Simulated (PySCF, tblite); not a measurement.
**C5H13FSi3: geometry, infrared bands and NMR shifts**

Wanted: the infrared bands and NMR shifts of C5H13FSi3 (`C#C[C@H](C)C[SiH2][SiH2][SiH2]F`), by calculation.

Computed with tblite 0.8.0 and PySCF 2.14.0, with density-fitted response routines of our own, on a single molecule in the gas phase. Atoms are numbered from 0 throughout.

## (1) Starting geometry

22 atoms, charge 0, multiplicity 1; geometry from: force field or distance geometry start.

Bonds of the start (Å): C0–C1 1.20, C1–C2 1.48, C2–C3 1.51, C2–C4 1.55, C4–Si5 1.88, Si5–Si6 2.30, Si6–Si7 2.30, Si7–F8 1.61, C0–H9 1.05, C2–H10 1.09, C3–H11 1.10, C3–H12 1.11, C3–H13 1.10, C4–H14 1.10, C4–H15 1.10, Si5–H16 1.49, Si5–H17 1.49, Si6–H18 1.49, Si6–H19 1.49, Si7–H20 1.50, Si7–H21 1.48.

## (2) Relaxing the molecule with GFN2-xTB

Job settings and geometry (Å):

```
{"job": {"kind": "relax", "xc": "GFN2-xTB", "basis": "xTB"}, "charge": 0, "multiplicity": 1}
C      3.387800     0.374700    -1.803200
C      2.712100     0.067900    -0.860700
C      1.912100    -0.323200     0.325600
C      2.429300    -1.630800     0.886500
C      0.413700    -0.463000    -0.044500
Si    -0.519800     1.135500    -0.384400
Si    -2.702700     0.666000    -0.923400
Si    -3.607300    -0.176500     1.015900
F     -2.761400    -1.453000     1.511700
H      3.962000     0.656800    -2.642000
H      2.015200     0.447600     1.095700
H      2.338900    -2.457600     0.170200
H      1.868200    -1.921800     1.804200
H      3.491600    -1.552400     1.167600
H      0.309400    -1.105400    -0.926600
H     -0.108000    -0.963600     0.784700
H      0.113600     1.882300    -1.503500
H     -0.469500     1.997900     0.825600
H     -2.762600    -0.316200    -2.036100
H     -3.411300     1.902600    -1.345900
H     -5.023500    -0.602500     0.792900
H     -3.598300     0.847300     2.088900
```

The run is started by

```bash
$ OMP_NUM_THREADS=1 python probes_run.py task.json out
```

One launch serves the whole session: the jobs run in the order shown.

**Question.** This job is followed by: GFN2-xTB harmonic vibrations, gas phase; GIAO PBE0/pcSseg-1 NMR shielding, non-relativistic, gas phase. What will the session give for the following? strongest single infrared mode (GFN2-xTB); zero-point energy (GFN2-xTB); ¹³C shifts against TMS (PBE0/pcSseg-1); ¹H shifts against TMS (PBE0/pcSseg-1, means over atoms taken as alike); ²⁹Si shifts against TMS (PBE0/pcSseg-1); ¹⁹F shifts against CFCl3 (PBE0/pcSseg-1); surface potential, 1st and 99th percentile.

**Answer**, as computed:

| quantity | value |
| --- | --- |
| strongest single infrared mode (GFN2-xTB) | 614 cm⁻¹, 873 km/mol |
| zero-point energy (GFN2-xTB) | 96.0 kcal/mol |
| ¹³C shifts against TMS (PBE0/pcSseg-1) | 93.6, 77.6, 29.1, 28.2, 21.7 ppm |
| ¹H shifts against TMS (PBE0/pcSseg-1, means over atoms taken as alike) | 5.92, 5.77, 4.64, 4.04, 3.42, 3.06, 2.47, 1.63, 1.41, 1.08, 0.88 ppm |
| ²⁹Si shifts against TMS (PBE0/pcSseg-1) | 17.5, -71.1, -133.0 ppm |
| ¹⁹F shifts against CFCl3 (PBE0/pcSseg-1) | -262.1 ppm |
| surface potential, 1st and 99th percentile | -1.03 V and 1.39 V |

**Reading.** Over 89 steps the energy fell by 0.269 eV; of the close pairs, Si7–H20 changed most, 1.496 to 1.461 Å. All 60 modes are real, so the xTB geometry is a minimum. The strongest single mode, at 614 cm⁻¹, is carried by H19, H18, Si6. Unscaled tight-binding wavenumbers are off by several per cent, some by more. Its intensities can rank the bands wrongly. At PBE0/pcSseg-1: The largest span, 307 ppm, is at C1, where the paramagnetic term is -172 ppm. By nearest atom (PBE0/pcSseg-1), the HOMO sits on C0, C1 about 37 % each and the LUMO on Si7 23 %; Si6 15 %.
